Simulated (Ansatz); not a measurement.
# YAl2N3: the cost of one run

Program: Ansatz 0.2.0. Level of theory: DFT PBE, scalar-relativistic, plane waves, PAW. These are calculated values, not measurements.

**1. The system as given**

Symmetry: I4/mmm, No. 139, tetragonal system. The conventional cell has a = 3.433 Å, b = 3.433 Å, c = 14.566 Å, α = 90.00°, β = 90.00°, γ = 90.00°. Y (site symmetry 4/mmm) is surrounded by 6 N at 2.43 Å. Al (site symmetry 4mm) has 6 N at 2.43 Å as nearest neighbours. Around N (site symmetry 4mm) lie 5 Al at 2.43 Å and 1 Y at 2.43 Å. N (site symmetry 4/mmm) is surrounded by 4 Y at 2.43 Å and 2 Al at 2.43 Å.

Coordinates:

```cif
data_structure
_symmetry_space_group_name_H-M 'I4/mmm'
_symmetry_Int_Tables_number 139
_cell_length_a 3.4332
_cell_length_b 3.4332
_cell_length_c 14.5659
_cell_angle_alpha 90.000
_cell_angle_beta 90.000
_cell_angle_gamma 90.000
_cell_volume 171.69
loop_
_atom_site_label
_atom_site_type_symbol
_atom_site_symmetry_multiplicity
_atom_site_Wyckoff_symbol
_atom_site_fract_x
_atom_site_fract_y
_atom_site_fract_z
_atom_site_occupancy
Y1 Y 2 b 0.50000 0.50000 0.00000 1
Al1 Al 4 e 0.50000 0.50000 0.33333 1
N1 N 4 e 0.50000 0.50000 0.16667 1
N2 N 2 a 0.00000 0.00000 0.00000 1
```

The start is an ordering of an alloy on its end members' structure types: elements ordered on the sites of the YN type, Al/Y on Y (I4/mmm, No. 139).

**2. Probe: one point on a coarse mesh**

input.yaml reads:

```yaml
crystal:
  lattice:
    - [-1.71661083, 1.71661083, 7.28296295]
    - [1.71661083, -1.71661083, 7.28296295]
    - [1.71661083, 1.71661083, -7.28296295]
  atoms:
    - { symbol: "Y", position: [0.5, 0.5, 0.0] }
    - { symbol: Al, position: [0.83333333, 0.83333333, 0.0] }
    - { symbol: Al, position: [0.16666667, 0.16666667, 0.0] }
    - { symbol: "N", position: [0.66666667, 0.66666667, 0.0] }
    - { symbol: "N", position: [0.0, 0.0, 0.0] }
    - { symbol: "N", position: [0.33333333, 0.33333333, 0.0] }
basis:
  ecutwfc: 420
kpoints:
  mp_grid: { grid: [8, 8, 8] }
hamiltonian:
  xc: pbe
scf:
  occupations: { method: gaussian, width: 0.1 }
  lower_state_search: "off"
output:
  forces: true
  stress: true
  eigenvalues: true
```

On the command line:

```
$ ansatz run input.yaml --threads 1 --pin off --max-ram 2560MiB --backend cpu --events-out ev --progress --plain --runs-dir out
```

Q: Estimate wall time and peak memory on 1 thread of AMD EPYC 7R43 (Zen 3), shared host.

About 4.6 s, with a peak of 0.45 GiB.
